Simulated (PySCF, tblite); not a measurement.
# C₆H₈NO radical: geometry, infrared bands and EPR parameters

Aim: predict the infrared bands and EPR parameters of C₆H₈NO radical (`N#CCC[C]1COC1`).

Computed with tblite 0.8.0 and PySCF 2.14.0, with density-fitted response routines of our own, on a single molecule in the gas phase. Atoms are numbered from 0 throughout.

**1. The starting structure**

16 atoms, charge 0, multiplicity 2; geometry from: force field or distance geometry start.

Bonds of the start (Å): N0–C1 1.18, C1–C2 1.45, C2–C3 1.52, C3–C4 1.50, C4–C5 1.52, C5–O6 1.37, O6–C7 1.41, C7–C4 1.48, C2–H8 1.10, C2–H9 1.10, C3–H10 1.11, C3–H11 1.12, C5–H12 1.10, C5–H13 1.10, C7–H14 1.12, C7–H15 1.12.

**2. Geometry optimisation with GFN2-xTB**

Job settings and geometry (Å):

```
{"job": {"kind": "relax", "xc": "GFN2-xTB", "basis": "xTB"}, "charge": 0, "multiplicity": 2}
N      2.605800    -1.804100     0.533900
C      2.254500    -0.716600     0.224500
C      1.845800     0.630800    -0.113700
C      0.383800     0.710000    -0.513100
C     -0.586300     0.267300     0.548900
C     -1.994100     0.401800    -0.020100
O     -2.372500    -0.807800     0.502100
C     -1.007600    -1.154300     0.576800
H      2.098200     1.340200     0.692400
H      2.420800     0.931100    -1.006800
H      0.157200     0.233500    -1.494600
H      0.176200     1.800100    -0.652900
H     -1.940000     0.324600    -1.112300
H     -2.501500     1.296200     0.365500
H     -0.853100    -1.667100     1.563300
H     -0.694700    -1.776700    -0.302800
```

Run with:

```sh
$ OMP_NUM_THREADS=1 python probes_run.py task.json out
```

One launch serves the whole session: the jobs run in the order shown.

Output:

```text
step      E/eV     max force
  0    -645.74783    4.684
  1    -645.52132   16.617
  2    -646.19232    1.917
  3    -646.29523    1.094
  4    -646.36985    0.757
  5    -646.44255    0.972
  6    -646.48657    0.778
  7    -646.53624    0.409
  8    -646.56410    0.448
  9    -646.58714    0.422
 10    -646.60978    0.630
 11    -646.64054    0.707
 12    -646.67308    0.525
 13    -646.69969    0.342
 14    -646.71819    0.327
 15    -646.73196    0.311
 16    -646.74306    0.265
 17    -646.75227    0.205
 18    -646.76031    0.216
 19    -646.76847    0.240
 20    -646.77778    0.296
 21    -646.78687    0.228
 22    -646.79402    0.168
 23    -646.79922    0.166
 24    -646.80316    0.146
 25    -646.80651    0.154
 26    -646.80954    0.133
 27    -646.81209    0.111
 28    -646.81428    0.106
 29    -646.81644    0.117
 30    -646.81845    0.081
 31    -646.82004    0.098
 32    -646.82128    0.094
 33    -646.82244    0.089
 34    -646.82369    0.088
 35    -646.82504    0.086
 36    -646.82636    0.106
 37    -646.82773    0.105
 38    -646.82921    0.117
 39    -646.83054    0.099
 40    -646.83149    0.068
 41    -646.83215    0.066
 42    -646.83277    0.052
 43    -646.83344    0.070
 44    -646.83398    0.061
 45    -646.83430    0.040
 46    -646.83449    0.037
 47    -646.83470    0.038
 48    -646.83499    0.051
 49    -646.83530    0.047
 50    -646.83552    0.037
 51    -646.83568    0.035
 52    -646.83587    0.040
 53    -646.83617    0.054
 54    -646.83660    0.064
 55    -646.83708    0.051
 56    -646.83753    0.047
 57    -646.83795    0.047
 58    -646.83837    0.053
 59    -646.83877    0.047
 60    -646.83907    0.037
 61    -646.83926    0.032
 62    -646.83942    0.032
 63    -646.83958    0.030
 64    -646.83972    0.025
 65    -646.83980    0.016
 66    -646.83984    0.018
 67    -646.83986    0.014
 68    -646.83989    0.011
 69    -646.83992    0.010
 70    -646.83993    0.011
 71    -646.83995    0.010
 72    -646.83998    0.011
 73    -646.84000    0.011
 74    -646.84003    0.015
 75    -646.84005    0.017
 76    -646.84008    0.017
 77    -646.84011    0.015
 78    -646.84017    0.019
 79    -646.84022    0.017
 80    -646.84025    0.012
 81    -646.84027    0.009
```

Wall time 0.46 s (1 thread of Arm Neoverse V1, shared host); peak memory 0.18 GiB.

The steps of the relaxation: (not every step is listed) (the energy doesn't fall at every step)

```csv
step,energy from step 0 (eV),largest force (eV/Å)
0,0.0000,4.6841
1,0.2265,16.6174
2,-0.4445,1.9170
3,-0.5474,1.0942
4,-0.6220,0.7568
5,-0.6947,0.9717
6,-0.7387,0.7782
7,-0.7884,0.4093
8,-0.8163,0.4479
14,-0.9704,0.3274
20,-1.0299,0.2955
26,-1.0617,0.1333
32,-1.0734,0.0944
38,-1.0814,0.1167
44,-1.0861,0.0614
50,-1.0877,0.0369
56,-1.0897,0.0466
62,-1.0916,0.0316
68,-1.0921,0.0114
74,-1.0922,0.0149
76,-1.0922,0.0167
77,-1.0923,0.0150
78,-1.0923,0.0190
79,-1.0924,0.0168
80,-1.0924,0.0116
81,-1.0924,0.0089
```

Distances of close pairs at the start and the end, largest changes first:

```csv
bond,before (Å),after (Å),change (Å)
C5–O6,1.371,1.430,+0.059
N0–C1,1.184,1.143,-0.041
C4–C5,1.524,1.486,-0.039
C3–C4,1.505,1.474,-0.031
C2–C3,1.518,1.544,+0.027
C3–H11,1.118,1.093,-0.025
C7–H14,1.123,1.098,-0.025
C7–H15,1.122,1.100,-0.022
```

The next job starts from the end point, and lists it.

**3. Harmonic vibrations with GFN2-xTB**

Job settings and geometry (Å):

```
{"job": {"kind": "ir", "xc": "GFN2-xTB", "basis": "xTB"}, "charge": 0, "multiplicity": 2}
N      2.468005    -1.840183     0.376066
C      2.190181    -0.743245     0.213922
C      1.829132     0.632034    -0.011517
C      0.490618     0.729191    -0.775721
C     -0.629378     0.183859     0.012986
C     -2.092041     0.445191     0.013372
O     -2.324665    -0.842206     0.590735
C     -0.928624    -1.162378     0.568191
H      1.747292     1.135371     0.955524
H      2.625752     1.107921    -0.590063
H      0.607330     0.189702    -1.728966
H      0.286483     1.776907    -1.011031
H     -2.571132     0.553138    -0.971739
H     -2.454987     1.254906     0.660839
H     -0.545264    -1.390824     1.570918
H     -0.706300    -2.020438    -0.082475
```

Output:

```text
mode    cm-1     km/mol
  1      22.8      1.20
  2      68.0      4.01
  3      88.0      0.91
  4     182.4      5.08
  5     220.5      8.65
  6     261.6     19.94
  7     365.8      6.39
  8     385.7      3.08
  9     553.9      2.99
 10     657.9      1.90
 11     824.2      1.63
 12     850.3     11.04
 13     893.3      7.11
 14     934.5      0.28
 15     954.6      1.32
 16     998.2     15.79
 17    1022.5     34.05
 18    1045.9     12.16
 19    1047.5      4.97
 20    1050.5     35.69
 21    1069.2      5.21
 22    1113.0      2.17
 23    1135.7     12.17
 24    1205.5      3.62
 25    1209.9      5.88
 26    1239.0      3.70
 27    1277.9      3.58
 28    1308.1      6.58
 29    1402.5     18.03
 30    1423.1     12.57
 31    1435.3      0.96
 32    1446.4      3.95
 33    1449.7      1.00
 34    2412.1    180.34
 35    2811.0     43.29
 36    2829.0     12.51
 37    2835.8     46.26
 38    2872.4     46.87
 39    2887.8     20.30
 40    2959.8     11.64
 41    2969.8     12.18
 42    2973.0     34.33
```

It took 0.45 s on 1 thread of Arm Neoverse V1, shared host; peak memory 0.18 GiB.

Which atoms move in the most intense modes:

```csv
cm⁻¹,km/mol,atoms
1022,34.0,"O6 26 %, C7 20 %, C5 12 %"
1050,35.7,"O6 29 %, C7 18 %, C5 15 %"
2412,180.3,"C1 60 %, N0 39 %"
2811,43.3,"H12 69 %, H13 20 %"
2836,46.3,H10 87 %
2872,46.9,"H13 72 %, H12 22 %"
2888,20.3,"H14 71 %, H15 23 %"
2973,34.3,"H11 58 %, H8 22 %, H9 14 %"
```

**4. EPR parameters: B3LYP/pcH-1**

Settings changed since step 3:

```diff
@@ -1,2 +1,2 @@
-{"job": {"kind": "ir", "xc": "GFN2-xTB", "basis": "xTB"}, "charge": 0, "multiplicity": 2}
+{"job": {"kind": "epr", "basis": "pcH-1"}, "charge": 0, "multiplicity": 2}
 N      2.468005    -1.840183     0.376066
```

Method: UKS B3LYP, pcH-1 on C H N O, non-relativistic, mean-field spin-orbit, GIAO.

Output:

```text
UKS, coarse grid
  cycle   1  E = -363.21941171  |g| = 5.25e-01
  cycle   2  E = -362.94783482  |g| = 9.85e-01
  cycle   3  E = -363.32209926  |g| = 1.56e-01
  cycle   4  E = -363.33009562  |g| = 8.37e-02
  cycle   5  E = -363.33275063  |g| = 2.24e-02
  cycle   6  E = -363.33296258  |g| = 4.93e-03
  cycle   7  E = -363.33297597  |g| = 1.73e-03
  cycle   8  E = -363.33297726  |g| = 7.58e-04
UKS, final grid
  cycle   1  E = -363.33295087  |g| = 8.44e-04
  cycle   2  E = -363.33295060  |g| = 1.16e-03
  cycle   3  E = -363.33295120  |g| = 2.44e-04
  cycle   4  E = -363.33295122  |g| = 6.59e-05
  cycle   5  E = -363.33295123  |g| = 4.01e-05
  cycle   6  E = -363.33295123  |g| = 1.48e-05
E = -363.33295123 Eh   <S^2> = 0.7542 (exact 0.7500)
g shifts (ppm)      1          2          3
  rmc          -139       -139       -139
  gc              0         29         26
  oz_so         -66        572        668
  total        -205        461        554
hyperfine (MHz)  atom isotope    a_iso     a_fc   dipolar eigenvalues
    0   14N       0.10       0.10     -0.15     -0.09      0.24
    1   13C      -1.62      -1.62     -0.59     -0.53      1.12
    2   13C      42.47      42.47     -2.67     -2.42      5.09
    3   13C     -26.51     -26.51     -1.76     -1.53      3.29
    4   13C     125.76     125.76    -80.01    -77.72    157.74
    5   13C     -33.12     -33.12     -2.59     -0.14      2.74
    6   17O       2.52       2.52     -3.87      0.69      3.18
    7   13C     -30.57     -30.57     -2.80     -0.12      2.92
    8    1H      -2.65      -2.65     -4.77     -2.37      7.15
    9    1H       1.94       1.94     -2.19     -1.80      4.00
   10    1H     121.36     121.36     -4.86     -2.99      7.85
   11    1H      13.33      13.33     -5.44     -4.19      9.63
   12    1H     102.69     102.69     -4.02     -3.13      7.15
   13    1H     101.72     101.72     -4.65     -4.14      8.79
   14    1H     100.41     100.41     -4.74     -4.22      8.96
   15    1H     102.37     102.37     -4.06     -2.96      7.02
```

Wall time 70 s (1 thread of Arm Neoverse V1, shared host); peak memory 0.96 GiB.

Principal g values 2.00211, 2.00278, 2.00287; g(iso) = 2.00259, against 2.00232 for a free electron.

Hyperfine couplings; where a row names several nuclei, a(iso) is their mean (it holds for fast rotation or exchange) and the dipolar term the largest among them:

```csv
nuclei,isotope,a(iso) (MHz),"a(iso) (G, at g = 2.0023)",largest dipolar term (MHz)
C4,13C,125.8,44.9,157.7
"H12, H13, H14, H15",1H,101.8,36.3,9.0
"H10, H11",1H,67.3,24.0,9.6
C2,13C,42.5,15.2,5.1
"C5, C7",13C,-31.8,-11.4,2.9
C3,13C,-26.5,-9.5,3.3
O6,17O,2.5,0.9,-3.9
C1,13C,-1.6,-0.6,1.1
"H8, H9",1H,-0.4,-0.1,7.1
N0,14N,0.1,0.0,0.2
```

Mulliken spin populations:

N0 0.00; C1 0.00; C2 0.02; C3 -0.07; C4 0.95; C5 -0.08; O6 0.00; C7 -0.08; H8 0.00; H9 0.00; H10 0.06; H11 0.00; H12 0.05; H13 0.04; H14 0.04; H15 0.05

In first order the couplings over 0.8 MHz of 1H give 15 distinct lines over 193.4 G, if the averaged nuclei exchange fast.

Orbitals, density, ELF and potential are computed afterwards from the orbital file.

ELF in a plane through or near 9 of the atoms.

Ten even steps from '0' (0.00) to '9' (1.00):
```
0000000000000000000000000000
0000000000000000000000000000
0000000000000100000000000000
0000000000168860000000000000
0000000000399993000000000000
0000278600399992000111000000
0000899951289970002454200000
0001999985643552235787410000
0000489965961685683276300000
0000012555665853383252100000
0000013788511355633773100000
0000256333510179735777620000
0001367746720032537788840000
0001467468620047543477620000
0001578347510036641023200000
0001589998610001100000000000
0000268887400000000000000000
0000024543100000000000000000
0000000000000000000000000000
0000000000000000000000000000
```
The map spans 10.6 Å across and 9.2 Å up, centred on the molecule. Atoms in the plane (x, y in Å): N0 (-2.4, -2.0), C1 (-2.1, -0.9), C3 (-0.6, 1.0), C4 (0.6, 0.2), C5 (2.1, 0.5), O6 (2.4, -0.9), C7 (1.0, -1.2), H9 (-2.7, 1.1), H11 (-0.4, 2.0).

log10 of the density (e/Å³) in the same plane.

Ten even steps from '0' (-4.0) to '9' (1.4):
```
0000000000000000000000000000
0000000000000000000000000000
0000000001122221100000000000
0000000112334432211111000000
0000122223455543322222210000
0001234444567764434444321000
0012355655677765445555432100
0012456766778766666776542100
0012456777778777777876542100
0012455677777779777776542100
0012456777665677777776542100
0023456787655567777887643100
0123467887654568977887643100
0123567887654567776666542000
0123567887644456665554431000
0013456776543345543332210000
0002345555432233332210000000
0001233443321122221100000000
0000011221100000000000000000
0000000000000000000000000000
```
The map spans 10.6 Å across and 9.2 Å up, centred on the molecule. Atoms in the plane (x, y in Å): N0 (-2.4, -2.0), C1 (-2.1, -0.9), C3 (-0.6, 1.0), C4 (0.6, 0.2), C5 (2.1, 0.5), O6 (2.4, -0.9), C7 (1.0, -1.2), H9 (-2.7, 1.1), H11 (-0.4, 2.0).

On the surface of density 0.002 e/bohr³ the electrostatic potential runs, from the 1st to the 99th percentile, from -1.70 V near N0 to 1.39 V near H9.

The spin density lies nearest to C4 65 %.

**5. Summary of results**

```
                                 quantity                  value
strongest single infrared mode (GFN2-xTB)  2412 cm⁻¹, 180 km/mol
             zero-point energy (GFN2-xTB)          78.2 kcal/mol
                           g(iso) (B3LYP)                2.00259
                                     ⟨S²⟩     0.754 (exact 0.75)
       largest a(iso) (averaged by class)   13C on C4, 125.8 MHz
    surface potential, 1st and 99th percentile     -1.70 V and 1.39 V
```

What this shows: Over 81 steps the energy fell by 1.092 eV; of the close pairs, C5–O6 changed most, 1.371 to 1.430 Å. All 42 modes are real, so the xTB geometry is a minimum. The strongest single mode, at 2412 cm⁻¹, moves mainly C1 and N0. GFN2-xTB is a fitted tight-binding method: band positions and strengths are rough. Its intensities can rank the bands wrongly. Most of the unpaired spin sits on C4 (0.95 e). The isotropic g lies 0.3 ppt above the free-electron value.
